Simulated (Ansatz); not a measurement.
Crystal: Na2CuBr2Cl2.

```
Br Cu Cl Na
1.0
     5.31566    0.00000    0.00000
     0.00000    5.31566    0.00000
     0.00000    0.00000    5.99182
Br Cu Cl Na
2 1 2 2
Direct
  0.50000 0.00000 0.00000
  0.00000 0.50000 0.00000
  0.50000 0.50000 0.00000
  0.50000 0.50000 0.50000
  0.00000 0.00000 0.50000
  0.50000 0.00000 0.50000
  0.00000 0.50000 0.50000
```

The cell comes from a database or a generator and needn't be the stable form of this composition.

```yaml
Program: Ansatz 0.2.0
Task: single point
Functional: PBE
Potentials_or_basis: Ansatz PAW
Cutoff: "420 eV (not typed: the program's choice for these potentials)"
k_mesh: 5 × 5 × 5
Occupations: fermi-dirac, width 0.05 eV
Spin: no spin polarisation
```

On this cell: pressure -0.2 GPa; largest force under 0.003 eV/Å; band gap on the k mesh none (metal or under the smearing width).

The same run follows on a disturbed copy (atoms moved at random, drawn with an rms of 0.05 Å):

```
Br Cu Cl Na
1.0
     5.31566    0.00000    0.00000
     0.00000    5.31566    0.00000
     0.00000    0.00000    5.99182
Br Cu Cl Na
2 1 2 2
Direct
  0.49593 0.00779 0.99466
  0.00436 0.50348 0.99717
  0.49896 0.49993 0.99771
  0.49034 0.50257 0.49522
  0.00310 0.99543 0.50214
  0.49763 0.00414 0.50323
  0.99880 0.50013 0.50143
```

Task: What does the disturbed cell give?

Result: The energy (extrapolated to zero smearing) moves by +1.9 meV/atom; pressure -0.1 GPa; largest force 0.246 eV/Å; band gap on the k mesh none (metal or under the smearing width).

Forces on the atoms (eV/Å):
```
Br   0.035 -0.023  0.088
Br  -0.064  0.002  0.042
Cu  -0.009  0.005  0.021
Cl   0.244  0.009 -0.030
Cl  -0.155  0.115 -0.023
Na   0.094 -0.035 -0.065
Na  -0.146 -0.075 -0.034
```

Stress tensor (GPa, compression positive):
```
-0.28  0.00  0.00
 0.00 -0.30  0.00
 0.00  0.00  0.17
```

Caveats: an odd number of electrons without spin polarisation forces a metal; a magnetic or distorted state may lie lower; the run has no spin polarisation, though such a crystal can be magnetic; semilocal functionals often make such compounds metallic where correlation or magnetic order opens a gap, which also shifts bond lengths.
